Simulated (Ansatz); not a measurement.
# CH₆B₂O: how energies converge with the basis set

The task here is to estimate one member of a computed series from the others.

Program: Ansatz 0.2.0, Gaussian basis. Level of theory: one geometry, several basis sets. These are calculated values, not measurements.

The runs, in order: PBE0-D4/def2-SVP; ωB97M-V/def2-SVP; PBE0-D4/def2-QZVPP; ωB97M-V/def2-QZVPP; the functionals' def2-TZVPP values are taken from earlier runs.

## The geometry

The geometry comes from an earlier relaxation with PBE0-D4 in a triple-zeta def2 set; it is a stationary point, not always the lowest conformer.

SMILES `CBBO`, 10 atoms, charge 0, spin multiplicity 1.

Atoms are counted from 1 here; the program's logs count them from 0.

Bond lengths: C1–B2 1.560 Å, C1–H5 1.093 Å, C1–H6 1.091 Å, C1–H7 1.104 Å, B2–B3 1.681 Å, B2–H8 1.206 Å, B3–O4 1.360 Å, B3–H9 1.210 Å, O4–H10 0.960 Å. Angles: B2–C1–H5 113.8°, B2–C1–H6 116.4°, B2–C1–H7 104.2°, H5–C1–H6 109.8°, H5–C1–H7 104.8°, H6–C1–H7 106.8°, C1–B2–B3 124.7°, C1–B2–H8 116.4°, B3–B2–H8 118.8°, B2–B3–O4 128.5°, B2–B3–H9 117.9°, O4–B3–H9 113.6°, B3–O4–H10 114.1°.

The first run:

The input, in.yaml:

```yaml
crystal:
  periodic: [false, false, false]
  atoms:
    - {symbol: C, position_ang: [-1.153958, 0.489237, -0.792666]}
    - {symbol: B, position_ang: [-0.171421, -0.587449, -0.235516]}
    - {symbol: B, position_ang: [0.800042, -0.386709, 1.121646]}
    - {symbol: O, position_ang: [2.062117, 0.114027, 1.192534]}
    - {symbol: H, position_ang: [-2.090024, 0.075107, -1.176809]}
    - {symbol: H, position_ang: [-1.365595, 1.336832, -0.138881]}
    - {symbol: H, position_ang: [-0.638871, 0.892222, -1.681652]}
    - {symbol: H, position_ang: [-0.137532, -1.639797, -0.824315]}
    - {symbol: H, position_ang: [0.350775, -0.722327, 2.193745]}
    - {symbol: H, position_ang: [2.427566, 0.377757, 0.344913]}
basis:
  gaussian: {orbitals: def2-SVP}
hamiltonian: {xc: pbe0, dispersion: d4}
output: {orbitals: {seedname: orbitals}}
```

The run is started by

```sh
$ ansatz run in.yaml --threads 2 --pin off --events-out ev --progress --plain --max-ram 4352MiB
```

Steps of the session up to this table: PBE0-D4 in def2-SVP; ωB97M-V in def2-SVP; PBE0-D4 in def2-QZVPP; ωB97M-V in def2-QZVPP.

One table of the session follows, with a row left open; its other results are not shown here.

It belongs to the step «Density functionals: the series». 

| functional | basis | HOMO (eV) |
| --- | --- | --- |
| PBE0-D4 | def2-SVP | ? |
| PBE0-D4 | def2-TZVPP | -7.46 |
| PBE0-D4 | def2-QZVPP | -7.48 |
| ωB97M-V | def2-SVP | -9.60 |
| ωB97M-V | def2-TZVPP | -9.74 |
| ωB97M-V | def2-QZVPP | -9.76 |

**Question.** Estimate the row for PBE0-D4, def2-SVP.

The run gave: HOMO (eV): -7.35. In the column «HOMO (eV)» it is the highest.
